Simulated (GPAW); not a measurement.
Input of a GPAW 26.7.0 run:

File run.py:

```python
from ase import Atoms
from ase.dft.bandgap import bandgap
from ase.io import write
from ase.units import GPa
from gpaw import GPAW, PW, setup_paths

setup_paths.insert(0, '.')

atoms = Atoms(['Ge', 'Ge', 'Ge', 'Ge', 'Ge', 'Ge', 'V', 'V'],
              cell=[[4.768, 0.0, 0.0],
                    [0.0, 4.768, 0.0],
                    [0.0, 0.0, 4.768]],
              scaled_positions=[[0.0, 0.5, 0.25],
                                [0.0, 0.5, 0.75],
                                [0.5, 0.25, 0.0],
                                [0.75, 0.0, 0.5],
                                [0.5, 0.75, 0.0],
                                [0.25, 0.0, 0.5],
                                [0.5, 0.5, 0.5],
                                [0.0, 0.0, 0.0]],
              pbc=True)
atoms.set_initial_magnetic_moments([0.0, 0.0, 0.0, 0.0, 0.0, 0.0, 2.0, 2.0])

calc = GPAW(mode=PW(600),
            xc='PBEsol',
            kpts={'size': (6, 6, 6), 'gamma': True},
            occupations={'name': 'fermi-dirac', 'width': 0.05},
            nbands=47,
            convergence={'density': 1e-05, 'energy': 1e-05},
            maxiter=150,
            txt='gpaw.txt')
atoms.calc = calc
energy = atoms.get_potential_energy()
forces = atoms.get_forces()
stress = atoms.get_stress()
calc.write('gs.gpw')
write('result.traj', atoms)
print(f'Energy: {energy:.6f} eV')
print('Forces (eV/A):')
print(forces.round(4))
print('Stress (GPa):', (stress / GPa).round(3))
print('Moments:', calc.get_magnetic_moments().round(3))
print('Fermi level:', round(calc.get_fermi_level(), 4), 'eV')
print(f'Gap: {bandgap(calc)[0]:.4f} eV, direct: {bandgap(calc, direct=True)[0]:.4f} eV')
```

Potentials or basis: PAW data sets generated in the run's folder for this functional, pw.

Launch:

```sh
$ gpaw-setup -f PBEsol Ge V
$ OMP_NUM_THREADS=1 python run.py
```

Task: What does it give for the net moment?

Result: 2.52 μB per cell.

Task: Estimate the band gap on the k mesh.

Result: None (metal or under the smearing width).
